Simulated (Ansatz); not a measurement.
# Sc: response to strain

Aim: deform Sc (equal xy, yz and zx engineering shear strains of -2 %) and compute stress, forces and field gradients with LAPW, PAW and all-electron datasets made for the crystal.

Computed with Ansatz 0.2.0 (DFT LDA, scalar-relativistic, unless a step's input says otherwise).

### Step 1. Starting point

It takes space group P6_3/mmc (No. 194, hexagonal). Conventional cell: a = 3.309 Å, b = 3.309 Å, c = 5.268 Å, α = 90.00°, β = 90.00°, γ = 120.00°. Sc (site symmetry -6m2) has 12 Sc at 3.25 to 3.31 Å as nearest neighbours.

Coordinates:

```cif
data_structure
_symmetry_space_group_name_H-M 'P 1'
_symmetry_Int_Tables_number 1
_cell_length_a 3.3088
_cell_length_b 3.3088
_cell_length_c 5.2680
_cell_angle_alpha 90.000
_cell_angle_beta 90.000
_cell_angle_gamma 120.000
_cell_volume 49.95
loop_
_atom_site_label
_atom_site_type_symbol
_atom_site_fract_x
_atom_site_fract_y
_atom_site_fract_z
_atom_site_occupancy
Sc1 Sc 0.33333 0.66667 0.25000 1
Sc2 Sc 0.66667 0.33333 0.75000 1
```

Atoms are numbered in the order of the input: Sc1, Sc2.

### Step 2. The deformed structure

Space group P6_3/mmc before, P-1 after.

### Step 3. LAPW, all electrons

File input.yaml:

```yaml
crystal:
  lattice:
    - [3.3087978973, -0.033087979, -0.033087979]
    - [-1.683053979, 2.8820470245, -0.0121110409]
    - [-0.05268, -0.05268, 5.268]
  atoms:
    - { symbol: Sc, position: [0.3333333333, 0.6666666667, 0.25] }
    - { symbol: Sc, position: [0.6666666667, 0.3333333333, 0.75] }
kpoints:
  mp_grid: { grid: [13, 13, 7] }
  band_path:
    path:
      - [0.0, 0.0, 0.0]
      - [0.0, 0.0, 0.5]
      - [-0.5, 0.5, 0.0]
      - [0.0, 0.0, 0.0]
      - [0.0, -0.5, 0.0]
      - [-0.5, 0.0, 0.5]
      - [0.0, 0.0, 0.0]
      - [-0.5, 0.0, 0.0]
      - [0.0, -0.5, 0.5]
    npoints: 5
scf:
  occupations: { method: fermi_dirac, width: 0.03 }
hamiltonian:
  xc: lda
  pseudopotentials: { kind: all_electron, lapw: { basis_error: 0.0005 } }
output:
  forces: true
  stress: true
  eigenvalues: true
```

The run is started by

```sh
> ansatz run input.yaml --threads 1 --pin off --max-ram 3072MiB --backend cpu --events-out ev --progress --plain --runs-dir out
```

### Step 4. PAW with frozen cores

File input.yaml:

```yaml
crystal:
  lattice:
    - [3.3087978973, -0.033087979, -0.033087979]
    - [-1.683053979, 2.8820470245, -0.0121110409]
    - [-0.05268, -0.05268, 5.268]
  atoms:
    - { symbol: Sc, position: [0.3333333333, 0.6666666667, 0.25] }
    - { symbol: Sc, position: [0.6666666667, 0.3333333333, 0.75] }
kpoints:
  mp_grid: { grid: [13, 13, 7] }
scf:
  occupations: { method: fermi_dirac, width: 0.03 }
hamiltonian:
  xc: lda
  pseudopotentials: { kind: paw }
output:
  forces: true
  stress: true
  eigenvalues: true
  efg: { contact_densities: true }
```

### Step 5. Datasets made for this crystal

input.yaml: that of step 4 with these lines changed.

```diff
@@ -14,3 +14,3 @@
   xc: lda
-  pseudopotentials: { kind: paw }
+  pseudopotentials: { kind: all_electron, datasets: crystal }
 output:
```

(Steps that only read results are left out.)

What does the calculation give? Wanted: pressure; largest shear or deviatoric stress.

The runs gave:

| quantity | value |
| --- | --- |
| pressure | LAPW -5.26, PAW -5.27, crystal datasets -5.26 GPa |
| largest shear or deviatoric stress (LAPW) | 1.18 GPa |

What this shows: The largest part of the stress beyond the pressure is 1.18 GPa in size, in the zz component; the atoms are carried along and not relaxed. No run of the undeformed cell stands beside it, so the pressure holds what the given cell had before the change. PAW: stress within 0.01 GPa of LAPW, forces within 1 meV/Å. Crystal datasets: stress within 0.01 GPa of LAPW, forces within 1 meV/Å.
